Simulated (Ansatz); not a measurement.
# MgVCl2O (Cm) in Ansatz: settings compared

Aim: see how the results for MgVCl2O move with the level of theory and the settings. Levels: PBE, PBEsol. Tasks: single point, relaxation of cell and atoms.

All numbers are computed with Ansatz 0.2.0; they aren't measurements. Logs are shortened: lines on timing, memory, paths and dates and some standing lists are left out, and cuts for length are marked.

### 1 Starting point

It takes space group Cm (No. 8, monoclinic). Conventional cell: a = 13.241 Å, b = 3.923 Å, c = 4.318 Å, α = 90.00°, β = 108.86°, γ = 90.00°. Around V (site symmetry m) lie 2 O at 2.16 Å. Cl (site symmetry m) is surrounded by 2 V at 2.54 Å and 2 Mg at 2.75 to 2.80 Å. Cl (site symmetry m) has 2 V at 2.58 Å and 2 Mg at 2.65 to 2.66 Å as nearest neighbours. Mg (site symmetry m) is surrounded by 2 O at 1.96 Å. O (site symmetry m) has 2 Mg at 1.96 Å and 2 V at 2.16 Å as nearest neighbours.

The cell comes from a database or a generator and needn't be the stable form of this composition.

### 2 Single point, PBE

File input.yaml:

```yaml
crystal:
  lattice:
    - [6.6203369699, -1.9615760065, 0.0]
    - [6.6203369699, 1.9615760065, 0.0]
    - [-1.3957237544, 0.0, 4.0863273679]
  atoms:
    - { symbol: V, position: [0.0014305, 0.0014305, 0.978458] }
    - { symbol: Cl, position: [0.630228, 0.630228, 0.111547] }
    - { symbol: Cl, position: [0.367776, 0.367776, 0.846483] }
    - { symbol: Mg, position: [0.490922, 0.490922, 0.466429] }
    - { symbol: O, position: [0.9960985, 0.9960985, 0.473592] }
hamiltonian:
  xc: pbe
  pseudopotentials: { kind: paw }
kpoints:
  mp_grid: { grid: [7, 7, 7] }
scf:
  occupations: { method: fermi_dirac, width: 0.05 }
output:
  forces: true
  stress: true
  eigenvalues: true
  write_density: true
  write_potential: true
  elf: true
  volumetric_format: npy
```

Potentials or basis: Ansatz PAW.

The run is started by

```
$ ansatz run input.yaml --threads 2 --pin off --max-ram 5632MiB --backend cpu --events-out ev --progress --plain --runs-dir out
```

The log of the run:

```text
Warning: RAYON_NUM_THREADS=2 ignored (pool sized by the plan → 2); use --threads N
Engine: ansatz 0.2.0, aarch64-unknown-linux-gnu
Pseudopotentials: kind: paw
Pseudopotential: V, paw, valence charge 13, recommended cutoff 420 eV (normal), V.paw.azcp
Pseudopotential: Cl, paw, valence charge 7, recommended cutoff 420 eV (normal), Cl.paw.azcp
Pseudopotential: Mg, paw, valence charge 10, recommended cutoff 420 eV (normal), Mg.paw.azcp
Pseudopotential: O, paw, valence charge 6, recommended cutoff 420 eV (normal), O.paw.azcp
Functional definition: PBE
  parameter kappa = 0.804
  parameter beta = 0.06672455060314922
  exchange = pbe_x(kappa = kappa, mu = beta*pi^2/3)
  correlation = pbe_c(beta = beta)
Crystal: 5 atoms, lattice volume = 106.132 Å³
Basis set: ecut = 420 eV, 2089 PW (Γ), exchange–correlation on 96×96×60 points (8 copies of the dense FFT grid, shifted against one another)
Bands: 27, of which v1, the nominal top of the filled ones, is band 22 counted from 1 (21 counted from 0)
Symmetry: 2 space group operations
Space group: Cm (ITA 8), of the structure as read, at distance tolerance 4.7e-5 Å
k-points: 100 of 343 (time reversal used)
Non-local potential: V, projectors of the file, l = 0: 3, l = 1: 2, l = 2: 3, l = 3: 1
Non-local potential: Cl, projectors of the file, l = 0: 2, l = 1: 2, l = 2: 2
Non-local potential: Mg, projectors of the file, l = 0: 3, l = 1: 2, l = 2: 1
Non-local potential: O, projectors of the file, l = 0: 2, l = 1: 2, l = 2: 1
PAW form: soft (Blöchl's): semilocal exchange-correlation on the pseudo side does not see the compensation charge
PAW one-centre angular grid: V, 590 points (default); XC on 64 Gauss nodes
PAW one-centre angular grid: Cl, 110 points (default); XC on 64 Gauss nodes
PAW one-centre angular grid: Mg, 110 points (default); XC on 64 Gauss nodes
PAW one-centre angular grid: O, 110 points (default); XC on 64 Gauss nodes
Initial density: superposition of atomic densities (neutral atoms: chi_scale 0, normalization atom), corrected by the library's trained network
Initial wavefunctions: pseudopotential atomic-orbital guess
Functional: x = pbe(κ = 0.804, μ = 0.2195149727645171), c = pbe(β = 0.06672455060314922)
SCF iter   1: F=—  HF=-7566.869883 eV  |F-HF|=—  |Δ(HF+E_count)|=         —  Δρ=1.08e-2  dr2=5.82e-2  ethr=1.77e-3  ⟨swp⟩=6.5  Hψ=12816  notcnv=0
preconditioner: auto → LDOS  [metal: Δε(μ)=0.040 eV  Ē_g=9.515 eV  σ=0.050 eV  W_gap=0.19  n_scr=24 (ndim 8)  ℏωp=18.7 eV  f_vac=0.219  D(μ)=9.34/eV (n_scr^D=118)  β→1.0]
SCF iter   2: F=—  HF=-7566.893776 eV  |F-HF|=—  |Δ(HF+E_count)|=   2.39e-2  Δρ=1.93e-2  dr2=1.38e-1  ethr=1.35e-4  ⟨swp⟩=2.3  Hψ=6114  notcnv=0
SCF iter   3: F=—  HF=-7566.864888 eV  |F-HF|=—  |Δ(HF+E_count)|=   2.89e-2  Δρ=4.35e-3  dr2=8.77e-3  ethr=1.35e-4  ⟨swp⟩=2.0  Hψ=4928  notcnv=0
SCF iter   4: F=—  HF=-7566.863284 eV  |F-HF|=—  |Δ(HF+E_count)|=   1.60e-3  Δρ=6.06e-4  dr2=4.17e-4  ethr=2.04e-5  ⟨swp⟩=2.4  Hψ=3739  notcnv=0
SCF iter   5: F=—  HF=-7566.863224 eV  |F-HF|=—  |Δ(HF+E_count)|=   6.01e-5  Δρ=2.06e-4  dr2=3.78e-5  ethr=9.69e-7  ⟨swp⟩=2.0  Hψ=3679  notcnv=0
SCF iter   6: F=—  HF=-7566.863232 eV  |F-HF|=—  |Δ(HF+E_count)|=   7.87e-6  Δρ=2.45e-4  dr2=2.44e-5  ethr=8.80e-8  ⟨swp⟩=2.0  Hψ=4007  notcnv=0
SCF iter   7: F=—  HF=-7566.863227 eV  |F-HF|=—  |Δ(HF+E_count)|=   4.85e-6  Δρ=4.17e-5  dr2=9.55e-7  ethr=5.67e-8  ⟨swp⟩=1.0  Hψ=2700  notcnv=0
SCF iter   8: F=—  HF=-7566.863227 eV  |F-HF|=—  |Δ(HF+E_count)|=   1.49e-7  Δρ=1.78e-5  dr2=1.88e-7  ethr=2.22e-9  ⟨swp⟩=2.5  Hψ=4368  notcnv=0
SCF iter   9: F=-7566.863227 eV  HF=-7566.863227 eV  |F-HF|=1.83e-8  |Δ(HF+E_count)|=   2.33e-8  Δρ=9.10e-6  dr2=5.96e-8  ethr=2.33e-10  ⟨swp⟩=8.0  Hψ=16870  notcnv=0
SCF 1 converged in 9 iterations: F = -7566.863227 eV  dr2 = 5.96e-8
SCF converged after 9 iterations
Free energy (F): -7566.863227 eV
Harris-Foulkes:  -7566.863227 eV  (|F-HF|=1.83e-8)
Internal energy: -7566.786911 eV  (E = F + TS)
E sigma→0 (E₀):  -7566.825069 eV
Entropy (-TS):   -0.076316 eV (-15.263 meV/atom)
Fermi energy:    6.019763 eV
--- Per-component energies (eV) ---
  E_band       = -722.396659
  E_kinetic    = 906.120094
  E_local      = -5480.589602  (includes V_loc(G=0)·N_el)
  E_nonlocal   = 158.331747
  E_hartree    = 2244.528009
  E_xc         = -445.235574
  E_vxc        = -537.905637  (∫ρ·V_xc dr)
  E_paw        = -2883.387876  (= ΣΔE_a)
  E_vpaw       = -257.403443  (= ΣTr[D̂ρ^β])
  E_aug_tail   = 0.002879  (compensation charges beyond the density's cutoff)
  E_ewald      = -2066.556588
  E_smearing   = -0.076316  (= −TS)
  E_closure    = 0.000000  (closes the sum)
  Σ components = -7566.863227   (vs F -7566.863227, Δ=0.00e0)
--- Forces (eV/Å), atoms counted from 1 ---
  atom   1  V     -0.13744770    -0.00000000    -0.05361834
  atom   2  Cl    -0.35760379    -0.00000000    -0.14401448
  atom   3  Cl     0.30661729     0.00000000     0.09955406
  atom   4  Mg     0.05322735     0.00000000     0.04156750
  atom   5  O      0.13537085     0.00000000     0.05656566
  max |Σ_I F_I| component: 1.64e-4 eV/Å
--- Stress (GPa, compression-positive) ---
       -2.398469       0.000000       2.249319
        0.000000      -3.146541      -0.000000
        2.249323      -0.000000      -8.355276
  P = ⅓ Tr σ = -4.6334 GPa (-46.334 kbar)
--- Band table (eV; the first three rows and the last of 100) ---
  k-point 0: bands = ["-70.7458", "-58.7014", "-37.5604", "-37.5499", "-37.4034", "-32.7631", "-32.5567", "-32.4315", "-13.4402", "-11.3063", "-10.8492", "-0.9106", "-0.0623", "0.2103", "0.5217", "0.8234", "1.3041", "1.6302", "1.8903", "2.1759", "5.4494", "5.7015", "6.1293", "6.9702", "7.1508", "7.2642", "10.2422"]
  k-point 1: bands = ["-70.7458", "-58.7014", "-37.5604", "-37.5499", "-37.4034", "-32.7650", "-32.5566", "-32.4316", "-13.3957", "-11.3028", "-10.8485", "-0.9180", "-0.1274", "0.2308", "0.5037", "0.5377", "1.4552", "1.5161", "1.5352", "2.2022", "5.6338", "5.7138", "6.2241", "7.1909", "7.2756", "7.6215", "10.4261"]
  k-point 2: bands = ["-70.7458", "-58.7014", "-37.5604", "-37.5500", "-37.4032", "-32.7691", "-32.5565", "-32.4316", "-13.2918", "-11.2967", "-10.8476", "-0.9765", "-0.2188", "0.1296", "0.2900", "0.5729", "0.7790", "1.2702", "1.5366", "2.2853", "5.7305", "6.0418", "6.4790", "7.3013", "7.5545", "8.6562", "10.1525"]
  k-point 99: bands = ["-70.7457", "-58.7013", "-37.5603", "-37.5501", "-37.4042", "-32.7720", "-32.5560", "-32.4340", "-13.1771", "-11.2568", "-10.8472", "-0.9615", "-0.6088", "-0.0974", "0.2283", "0.5288", "0.6838", "0.9380", "1.4498", "2.2422", "5.8786", "6.3513", "6.6930", "7.1576", "7.9291", "9.2214", "10.7323"]
```

Run time: 20 s. Hardware: 2 threads of Arm Neoverse V2, shared host; peak memory 0.52 GiB.

What came out:

```yaml
Free_energy: -7566.8632 eV
Pressure: -4.6 GPa
Largest_force: 0.386 eV/Å
Band_gap_on_the_k_mesh: none (metal or under the smearing width)
```

Forces on the atoms (eV/Å):
```
V   -0.137  0.000 -0.054
Cl  -0.358  0.000 -0.144
Cl   0.307  0.000  0.100
Mg   0.053  0.000  0.042
O    0.135  0.000  0.057
```

Stress tensor (GPa, compression positive):
```
-2.40  0.00  2.25
 0.00 -3.15  0.00
 2.25  0.00 -8.36
```

Caveat: an odd number of electrons without spin polarisation forces a metal; a magnetic or distorted state may lie lower; the run has no spin polarisation, though such a crystal can be magnetic; semilocal functionals often make such compounds metallic where correlation or magnetic order opens a gap, which also shifts bond lengths. With open d or f shells a metallic result of PBE can be an artefact of self-interaction; +U or a hybrid may open a gap.

### 3 Single point, PBE, collinear spin, ferromagnetic start

Edit input.yaml of step 2 so:

```diff
@@ -6,3 +6,3 @@
   atoms:
-    - { symbol: V, position: [0.0014305, 0.0014305, 0.978458] }
+    - { symbol: V, position: [0.0014305, 0.0014305, 0.978458], spin: 2.0 }
     - { symbol: Cl, position: [0.630228, 0.630228, 0.111547] }
@@ -14,2 +14,4 @@
   pseudopotentials: { kind: paw }
+magnetization:
+  spin_polarized: true
 kpoints:
```

Potentials or basis: Ansatz PAW.

The run is started by

```
$ ansatz run input.yaml --threads 2 --pin off --max-ram 5632MiB --backend cpu --events-out ev --progress --plain --runs-dir out
```

It took 53 s on 2 threads of Arm Neoverse V2, shared host; peak memory 0.7 GiB.

The run converged. Its results:

```yaml
Free_energy: -7567.9965 eV
Pressure: -1.8 GPa
Largest_force: 0.304 eV/Å
Band_gap_on_the_k_mesh: 0.52 eV, indirect (least direct gap 0.65 eV)
Net_moment: 3.00 μB per cell
Absolute_moment: 3.11 μB per cell
Site_moments: V +2.18; Cl +0.00; Mg +0.00; O +0.05 μB
```

Forces on the atoms (eV/Å):
```
V    0.013  0.000  0.015
Cl  -0.277  0.000 -0.125
Cl   0.236  0.000  0.065
Mg   0.042  0.000  0.044
O   -0.014  0.000  0.001
```

Stress tensor (GPa, compression positive):
```
-1.23  0.00  0.21
 0.00 -2.39  0.00
 0.21  0.00 -1.91
```

Levels at points of the mesh, in eV from the valence-band top:
Spin up:
| k point | band 21 | band 22 | band 23 | band 24 | band 25 | band 26 |
| --- | --- | --- | --- | --- | --- | --- |
| (0.00, 0.00, 0.00) | -1.45 | -1.23 | -0.68 | 0.80 | 0.84 | 1.04 |
Spin down:
```tsv
k point	band 17	band 18	band 19	band 20	band 21	band 22	band 23	band 24
(0.00, 0.00, 0.00)	-4.65	-4.23	-3.85	-3.51	1.15	1.21	1.25	1.94
```

Caveat: odd divisions of the mesh miss points on the zone boundary, where band edges often lie, so the gap on the mesh can be too wide.

(Part 1 of 2 ends here.)
